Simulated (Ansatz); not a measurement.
# CH6BNOSi: how energies converge with the basis set

One table from this session's results is given with a row withheld; the runs are named, their logs left out.

Computed with Ansatz 0.2.0, Gaussian basis. Level: one geometry, several basis sets.

The runs, in order: PBE0-D4/def2-SVP; ωB97M-V/def2-SVP; PBE0-D4/def2-QZVPP; ωB97M-V/def2-QZVPP; the functionals' def2-TZVPP values are taken from earlier runs.

### The geometry

An earlier PBE0-D4 in a triple-zeta def2 set relaxation fixed the geometry.

SMILES `N=C([SiH3])BO`, 11 atoms, charge 0, spin multiplicity 1.

Atoms are counted from 1 here; the program's logs count them from 0.

Bond lengths: N1–C2 1.282 Å, N1–H6 1.025 Å, C2–Si3 1.903 Å, C2–B4 1.576 Å, Si3–H7 1.486 Å, Si3–H8 1.486 Å, Si3–H9 1.490 Å, B4–O5 1.352 Å, B4–H10 1.198 Å, O5–H11 0.960 Å. Angles: C2–N1–H6 111.8°, N1–C2–Si3 122.7°, N1–C2–B4 116.4°, Si3–C2–B4 120.8°, C2–Si3–H7 111.1°, C2–Si3–H8 111.1°, C2–Si3–H9 106.8°, H7–Si3–H8 108.7°, H7–Si3–H9 109.5°, H8–Si3–H9 109.5°, C2–B4–O5 116.4°, C2–B4–H10 121.9°, O5–B4–H10 121.8°, B4–O5–H11 114.0°.

The first run:

in.yaml

```yaml
crystal:
  periodic: [false, false, false]
  atoms:
    - {symbol: N, position_ang: [-0.669096, 1.720219, 0.573664]}
    - {symbol: C, position_ang: [-0.226306, 0.601054, 0.132427]}
    - {symbol: Si, position_ang: [0.233224, -0.847347, 1.277561]}
    - {symbol: B, position_ang: [-0.076204, 0.474041, -1.431334]}
    - {symbol: O, position_ang: [0.388406, -0.707883, -1.896243]}
    - {symbol: H, position_ang: [-0.738763, 1.725279, 1.596722]}
    - {symbol: H, position_ang: [-0.594264, -2.046533, 0.983546]}
    - {symbol: H, position_ang: [1.667288, -1.210453, 1.133026]}
    - {symbol: H, position_ang: [-0.027192, -0.392276, 2.672416]}
    - {symbol: H, position_ang: [-0.358252, 1.375416, -2.169010]}
    - {symbol: H, position_ang: [0.466461, -0.748518, -2.852274]}
basis:
  gaussian: {orbitals: def2-SVP}
hamiltonian: {xc: pbe0, dispersion: d4}
output: {orbitals: {seedname: orbitals}}
```

Among the steps run: PBE0-D4 in def2-SVP; ωB97M-V in def2-SVP; PBE0-D4 in def2-QZVPP; ωB97M-V in def2-QZVPP.

One of the session's tables, all rows but one given; the rest of the session is left out.

It belongs to the step «Density functionals: the series». 

```
functional       basis  HOMO (eV)
   PBE0-D4    def2-SVP      -6.74
   PBE0-D4  def2-TZVPP      -6.93
   PBE0-D4  def2-QZVPP      -6.97
   ωB97M-V    def2-SVP      -8.99
   ωB97M-V  def2-TZVPP      -9.21
   ωB97M-V  def2-QZVPP          ?
```

Estimate the missing values for ωB97M-V, def2-QZVPP.

The run gave: HOMO (eV): -9.24. In the column «HOMO (eV)» it is the lowest.
